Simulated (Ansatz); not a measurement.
## RbEuCl3, space group Pm-3m: a comparison of functionals at one structure, step by step

With the Ansatz DFT code, driven from Python.

Run as a notebook:

**Cell 1**
```python
import warnings

import ansatz as az
```

**Cell 2**
```python
warnings.simplefilter("ignore", az.DeckWarning)
```

**Cell 3**
```python
system = (
    az.Lattice.cubic(5.655825)
    .space_group(221)
    .atom("Rb", (0.5, 0.5, 0.5))
    .atom("Eu", (0.0, 0.0, 0.0))
    .atom("Cl", (0.5, 0.0, 0.0))
    .moments(Eu=7)
)
```

**Cell 4**
```python
system.resolved().sites[-1]
```
Output:
```text
Site(symbol='Cl', position=(0.0, 0.5, 0.0), moment=None, axis=None, held=None, saved=None)
```

**Cell 5**
```python
calculation = (
    system.calculation()
    .kpoints(density=3.4)
    .occupations("fermi_dirac", width=0.1)
    .spin("collinear")
    .scf(tolerance=1e-09)
    .stress()
)
```

**Cell 6**
```python
rows = []
for value in ["lda", "pbesol", "blyp"]:
    data = calculation.functional(value).run().report
    rows.append((value, data["free_energy_ev"] / len(data["lattice"]["sites"]), data["n_iterations"], sum(data["stress_gpa"][i][i] for i in range(3)) / 3, data["magnetization_mub"], data["n_kpoints"]))
```

**Cell 7**
```python
print("  functional   F/atom (eV)    iterations       P (GPa)  moment (muB)      k-points")
for row in rows:
    print(f"{str(row[0]):>12s}  {row[1]:12.5f}  {row[2]:12d}  {row[3]:12.3f}  {row[4]:12.3f}  {row[5]:12d}")
```
Output:
```text
  functional   F/atom (eV)    iterations       P (GPa)  moment (muB)      k-points
         lda   -2975.84378            15        -2.709         6.968            10
      pbesol   -3014.92858            16        -1.370         6.978            10
        blyp   -3066.45630            16         1.032         6.976            10
```

From lowest to highest: LDA (-2.7 GPa), PBEsol (-1.4 GPa) and BLYP (1.0 GPa). At a fixed cell a lower pressure usually means a smaller equilibrium volume, so LDA prefers the smallest cell and BLYP the largest.

Notes:
- Open f shells: without a Hubbard U, without spin-orbit coupling; the state reached hangs on the start and needn't be the lowest.
- Without U the f states sit at the Fermi level and can close a real gap.
- The overall sign of a collinear moment is arbitrary, and semilocal functionals can give small moments to compounds that are paramagnetic.
- The program warned that this SCF threshold is loose for forces or stresses.
- Pressure is positive in compression.
- The structure comes from a database of computed cells and needn't be a stable or known phase.
- Total energies of different functionals can't be compared; pressures, moments and gaps at this one structure can.
- The script silences the warnings on its input, which a real study should read.
- Hardware and time: 52 s on 1 thread of Arm Neoverse V1, on a shared host, peak memory 0.57 GiB.
